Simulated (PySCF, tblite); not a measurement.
**C6H9ClSi: geometry, infrared bands and NMR shifts**

Aim: predict the infrared bands and NMR shifts of C6H9ClSi (`C=C1C[C@@H]1[C@]1(Cl)C[SiH2]1`).

The runs use tblite 0.8.0 and PySCF 2.14.0, with density-fitted response routines of our own; the level of theory stands in each step. All values are computed, except where a source is named. Atoms are numbered from 0 throughout.

## Step 1: The molecule as given

17 atoms, charge 0, multiplicity 1; geometry from: force field or distance geometry start.

Bonds of the start (Å): C0–C1 1.33, C1–C2 1.40, C2–C3 1.59, C3–C4 1.56, C4–Cl5 1.82, C4–C6 1.47, C6–Si7 1.76, C3–C1 1.41, Si7–C4 2.28, C0–H8 1.08, C0–H9 1.09, C2–H10 1.07, C2–H11 1.08, C3–H12 1.07, C6–H13 1.10, C6–H14 1.10, Si7–H15 1.49, Si7–H16 1.48.

## Step 2: Optimising the geometry with GFN2-xTB

What the job is given:

```
{"job": {"kind": "relax", "xc": "GFN2-xTB", "basis": "xTB"}, "charge": 0, "multiplicity": 1}
C      2.060500    -1.102400    -0.468300
C      1.467400     0.054400    -0.211100
C      1.676800     1.367200     0.239500
C      0.258000     0.782000    -0.186100
C     -0.794800     0.476800     0.918700
Cl    -1.761400     1.923500     1.456900
C     -1.339200    -0.841300     1.255500
Si    -2.353900    -0.776200    -0.176700
H      3.125400    -1.230200    -0.332600
H      1.473900    -1.946800    -0.822800
H      1.861200     1.521500     1.286600
H      2.140400     2.055300    -0.446400
H     -0.119100     1.115500    -1.130400
H     -0.608500    -1.658500     1.288300
H     -1.868100    -0.894400     2.217000
H     -3.521800     0.146100    -0.209700
H     -1.703700    -0.980400    -1.495000
```

Started as:

```bash
$ OMP_NUM_THREADS=1 python probes_run.py task.json out
```

The driver reads the jobs from task.json and runs them one after another.

**Question.** This job is followed by: GFN2-xTB harmonic vibrations, gas phase; GIAO PBE0/pcSseg-1 NMR shielding, non-relativistic, gas phase. Predict these results of the whole session: strongest single infrared mode (GFN2-xTB); zero-point energy (GFN2-xTB); 13C shifts against TMS (PBE0/pcSseg-1); 1H shifts against TMS (PBE0/pcSseg-1); 35Cl shifts against HCl (PBE0/pcSseg-1); 29Si shifts against TMS (PBE0/pcSseg-1).

**Answer**, as computed:

```
                                 quantity                                                     value
strongest single infrared mode (GFN2-xTB)                                     2404 cm⁻¹, 289 km/mol
             zero-point energy (GFN2-xTB)                                             78.1 kcal/mol
   13C shifts against TMS (PBE0/pcSseg-1)                   144.6, 111.6, 51.3, 27.6, 11.9, 9.6 ppm
    1H shifts against TMS (PBE0/pcSseg-1)  5.75, 5.60, 2.99, 2.89, 2.47, 1.37, 1.30, 1.02, 0.74 ppm
  35Cl shifts against HCl (PBE0/pcSseg-1)                                                   207 ppm
  29Si shifts against TMS (PBE0/pcSseg-1)                                                -128.5 ppm
```

In words: The optimisation took 117 steps and gained 1.645 eV; among the close pairs (by a distance rule), C4–Si7 changed most, from 2.281 to 1.904 Å. All 45 modes are real, so the xTB geometry is a minimum. The strongest single mode, at 2404 cm⁻¹, moves mainly H15. Unscaled tight-binding wavenumbers are off by several per cent, some by more. Its intensities can rank the bands wrongly. The most deshielded carbon is C1 (fully substituted alkene carbon), at 144.6 ppm: as expected for a trigonal carbon in a double bond. At PBE0/pcSseg-1: Shielding is most anisotropic at Cl5 (span 574 ppm, paramagnetic term -403 ppm).
